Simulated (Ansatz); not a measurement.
**CH₄ClNSi: taking an electron away**

How much energy removes an electron from CH₄ClNSi at fixed geometry? The cation is run at each level and the neutral's energy taken from earlier runs.

Computed with Ansatz 0.2.0, Gaussian basis. Level: unrestricted cation, the program's frozen cores in correlated methods.

Plan: UKS PBE-D4/def2-TZVPP; UKS r2SCAN-D4/def2-TZVPP; UKS PBE0-D4/def2-TZVPP; UKS B3LYP-D4/def2-TZVPP; UKS wB97X-V/def2-TZVPP; UKS wB97M-V/def2-TZVPP; UKS B2PLYP/def2-TZVPP; UHF-CCSD(T)/def2-TZVPP; UHF-MP2/def2-QZVPP; extrapolation to the limit; then −ε(HOMO) from the neutral's earlier runs with LDA (SPW92), PBE-D4, revPBE-D4, BLYP-D4, r2SCAN-D4, B97M-V, PBE0-D4, B3LYP-D4, r2SCANh-D4, r2SCAN0-D4, HSE06-D4, BHLYP-D4, CAM-B3LYP-D4, LC-ωPBE, ωB97X-V, ωB97M-V.

### 1 The geometry

All runs share one geometry, relaxed beforehand with PBE0-D4 in a triple-zeta def2 set.

SMILES `N=C([SiH3])Cl`, 8 atoms, charge 0, spin multiplicity 1.

Atoms are counted from 1 here; the program's logs count them from 0.

Bond lengths: N1–C2 1.248 Å, N1–H5 1.020 Å, C2–Si3 1.893 Å, C2–Cl4 1.786 Å, Si3–H6 1.482 Å, Si3–H7 1.482 Å, Si3–H8 1.480 Å. Angles: C2–N1–H5 114.3°, N1–C2–Si3 124.3°, N1–C2–Cl4 123.1°, Si3–C2–Cl4 112.7°, C2–Si3–H6 107.7°, C2–Si3–H7 107.7°, C2–Si3–H8 108.6°, H6–Si3–H7 109.8°, H6–Si3–H8 111.4°, H7–Si3–H8 111.4°.

### 2 Cation, UKS PBE-D4/def2-TZVPP

Contents of in.yaml:

```yaml
crystal:
  periodic: [false, false, false]
  atoms:
    - {symbol: N, position_ang: [-0.133963, 1.454717, -0.961907]}
    - {symbol: C, position_ang: [-0.418521, 0.335375, -0.490032]}
    - {symbol: Si, position_ang: [0.653358, -0.598331, 0.760326]}
    - {symbol: Cl, position_ang: [-1.899099, -0.560559, -0.931261]}
    - {symbol: H, position_ang: [-0.820556, 1.817518, -1.623873]}
    - {symbol: H, position_ang: [1.022560, -1.900497, 0.155691]}
    - {symbol: H, position_ang: [-0.163537, -0.822565, 1.976881]}
    - {symbol: H, position_ang: [1.851856, 0.217343, 1.058375]}
basis:
  gaussian: {orbitals: def2-TZVPP}
total_charge: 1
magnetization: {spin_polarized: true, initial_magnetization: 1}
hamiltonian: {xc: pbe, dispersion: d4}
```

After this run come: Cation, UKS r2SCAN-D4/def2-TZVPP; Cation, UKS PBE0-D4/def2-TZVPP; Cation, UKS B3LYP-D4/def2-TZVPP; Cation, UKS wB97X-V/def2-TZVPP; Cation, UKS wB97M-V/def2-TZVPP; Cation, UKS B2PLYP (frozen core)/def2-TZVPP; Cation, UHF-CCSD(T)/def2-TZVPP; Cation, UHF-MP2/def2-QZVPP.

Before running them: what should the planned runs give, taken together? Wanted: ionisation energy, CCSD(T)/CBS; nearest functional by difference; nearest −ε(HOMO); −ε(HOMO) of PBE; T1 of the cation.

As calculated:

| quantity | value |
| --- | --- |
| ionisation energy, CCSD(T)/CBS | 10.67 eV |
| nearest functional by difference | ωB97X-V (-0.14 eV) |
| nearest −ε(HOMO) | ωB97X-V (-0.05 eV) |
| −ε(HOMO) of PBE | 6.86 eV |
| T1 of the cation | 0.037 |

**Reading.** Energy differences with functionals land within 0.46 eV of the reference. −ε(HOMO) of PBE misses by 3.8 eV, since self-interaction lifts the level. Among orbital estimates ωB97X-V comes nearest. Hartree-Fock falls 1.27 eV short, as the neutral has more correlation energy than the cation. The cation's T1 (from the report) is 0.037, near the customary mark of 0.045 for open shells, so the coupled-cluster value is less safe.
